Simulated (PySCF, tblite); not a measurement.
# C7H11P: geometry, infrared bands and NMR shifts

Wanted: the infrared bands and NMR shifts of C7H11P (`C#CCP1[C@H](C)[C@@H]1C`), by calculation.

The runs use tblite 0.8.0 and PySCF 2.14.0, with density-fitted response routines of our own; the level of theory stands in each step. All values are computed, except where a source is named. Atoms are numbered from 0 throughout.

### Step 1. The starting structure

19 atoms, charge 0, multiplicity 1; geometry from: force field or distance geometry start.

Bonds of the start (Å): C0–C1 1.22, C1–C2 1.46, C2–P3 1.84, P3–C4 1.81, C4–C5 1.52, C4–C6 1.50, C6–C7 1.50, C6–P3 1.88, C0–H8 1.06, C2–H9 1.12, C2–H10 1.12, C4–H11 1.10, C5–H12 1.12, C5–H13 1.10, C5–H14 1.10, C6–H15 1.09, C7–H16 1.10, C7–H17 1.13, C7–H18 1.10.

### Step 2. Optimising the geometry with GFN2-xTB

The job: settings as JSON, then the geometry in Å.

```
{"job": {"kind": "relax", "xc": "GFN2-xTB", "basis": "xTB"}, "charge": 0, "multiplicity": 1}
C      3.732300     1.398600    -0.231400
C      3.032100     0.450000     0.070100
C      2.206200    -0.702100     0.439500
P      0.512800    -0.081100     0.783200
C     -0.571200     0.689800    -0.445800
C     -1.814600     1.416800     0.037600
C     -0.740300    -0.803100    -0.414700
C     -1.918700    -1.439000     0.251800
H      4.330000     2.227500    -0.516800
H      2.582000    -1.191600     1.373600
H      2.202100    -1.474000    -0.376100
H     -0.176600     1.080700    -1.400800
H     -2.414000     0.690400     0.640600
H     -2.436400     1.723700    -0.822200
H     -1.582300     2.315000     0.633200
H     -0.335200    -1.384900    -1.247800
H     -2.831400    -1.150600    -0.294000
H     -1.772000    -2.562600     0.197100
H     -2.014700    -1.194300     1.315700
```

Launch:

```
OMP_NUM_THREADS=1 python probes_run.py task.json out
```

One launch serves the whole session: the jobs run in the order shown.

**Question.** This job is followed by: GFN2-xTB harmonic vibrations, gas phase; GIAO PBE0/pcSseg-1 NMR shielding, non-relativistic, gas phase. What will the session give for the following? strongest single infrared mode (GFN2-xTB); zero-point energy (GFN2-xTB); 13C shifts against TMS (PBE0/pcSseg-1, means over atoms taken as alike); 1H shifts against TMS (PBE0/pcSseg-1, means over atoms taken as alike); 31P shifts against H3PO4 (PBE0/pcSseg-1); surface potential, 1st and 99th percentile.

The runs gave:

| quantity | value |
| --- | --- |
| strongest single infrared mode (GFN2-xTB) | 2997 cm⁻¹, 81 km/mol |
| zero-point energy (GFN2-xTB) | 97.2 kcal/mol |
| 13C shifts against TMS (PBE0/pcSseg-1, means over atoms taken as alike) | 85.9, 76.9, 30.8, 20.5, 15.5 ppm |
| 1H shifts against TMS (PBE0/pcSseg-1, means over atoms taken as alike) | 1.81, 1.57, 1.52, 1.29 ppm |
| 31P shifts against H3PO4 (PBE0/pcSseg-1) | -217.5 ppm |
| surface potential, 1st and 99th percentile | -0.92 V and 1.19 V |

**Reading.** The optimisation took 75 steps and gained 0.930 eV; among the close pairs (by a distance rule), C2–P3 changed most, from 1.836 to 1.889 Å. No mode is imaginary among the 51: a minimum at this level. The strongest single mode, at 2997 cm⁻¹, moves mainly H16 and H13. Unscaled tight-binding wavenumbers are off by several per cent, some by more. Its intensities can rank the bands wrongly. At PBE0/pcSseg-1: Shielding is most anisotropic at P3 (span 615 ppm, paramagnetic term -432 ppm).
